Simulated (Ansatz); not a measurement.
# Zn3CdTe4: the cost of one run

Program: Ansatz 0.2.0. Level of theory: DFT PBE, scalar-relativistic, plane waves, PAW. These are calculated values, not measurements.

### Step 1. Starting point

Symmetry: P3m1, No. 156, trigonal system. Conventional cell: a = 4.432 Å, b = 4.432 Å, c = 14.649 Å, α = 90.00°, β = 90.00°, γ = 120.00°. Zn (site symmetry 3m) has 4 Te at 2.68 to 2.70 Å in its first shell of neighbours. Around Zn (site symmetry 3m) lie 4 Te at 2.67 to 2.70 Å. Cd (site symmetry 3m) is surrounded by 4 Te at 2.80 to 2.85 Å. Around Te (site symmetry 3m) lie 3 Zn at 2.70 Å and 1 Cd at 2.85 Å. Te (site symmetry 3m) is surrounded by 4 Zn at 2.68 to 2.70 Å. Around Te (site symmetry 3m) lie 1 Zn at 2.67 Å and 3 Cd at 2.80 Å.

As a file:

```cif
data_structure
_symmetry_space_group_name_H-M 'P 1'
_symmetry_Int_Tables_number 1
_cell_length_a 4.4319
_cell_length_b 4.4319
_cell_length_c 14.6492
_cell_angle_alpha 90.000
_cell_angle_beta 90.000
_cell_angle_gamma 120.000
_cell_volume 249.18
loop_
_atom_site_label
_atom_site_type_symbol
_atom_site_fract_x
_atom_site_fract_y
_atom_site_fract_z
_atom_site_occupancy
Zn1 Zn 0.33333 0.66667 0.50017 1
Zn2 Zn 0.66667 0.33333 0.25721 1
Zn3 Zn 0.66667 0.33333 0.74247 1
Cd1 Cd 0.33333 0.66667 0.00345 1
Te1 Te 0.33333 0.66667 0.19781 1
Te2 Te 0.33333 0.66667 0.68336 1
Te3 Te 0.66667 0.33333 0.44045 1
Te4 Te 0.66667 0.33333 0.92507 1
```

The start is the relaxed end of an invented cell (made as: elements ordered on the sites of the ZnTe type, Zn/Cd on Zn (P3m1, No. 156)), taken up again for a closer look.

### Step 2. A first look at the guess

The input, input.yaml:

```yaml
crystal:
  lattice:
    - [4.4318828, 0.0, 0.0]
    - [-2.2159414, 3.8381231, 0.0]
    - [0.0, 0.0, 14.6492271]
  atoms:
    - { symbol: Zn, position: [0.3333333, 0.6666667, 0.500173] }
    - { symbol: Zn, position: [0.6666667, 0.3333333, 0.257211] }
    - { symbol: Zn, position: [0.6666667, 0.3333333, 0.742475] }
    - { symbol: Cd, position: [0.3333333, 0.6666667, 0.003449] }
    - { symbol: Te, position: [0.3333333, 0.6666667, 0.197814] }
    - { symbol: Te, position: [0.3333333, 0.6666667, 0.683356] }
    - { symbol: Te, position: [0.6666667, 0.3333333, 0.440449] }
    - { symbol: Te, position: [0.6666667, 0.3333333, 0.925073] }
basis:
  ecutwfc: 420
kpoints:
  mp_grid: { grid: [6, 6, 2] }
hamiltonian:
  xc: pbe
scf:
  occupations: { method: gaussian, width: 0.1 }
  lower_state_search: "off"
output:
  forces: true
  stress: true
  eigenvalues: true
```

The run is started by

```sh
$ ansatz run input.yaml --threads 4 --pin off --max-ram 8192MiB --backend cpu --events-out ev --progress --plain --runs-dir out
```

Q: Estimate wall time and peak memory on 4 threads of Intel Xeon 6975P-C (Granite Rapids), shared host.

About 3.2 s, with a peak of 0.82 GiB.
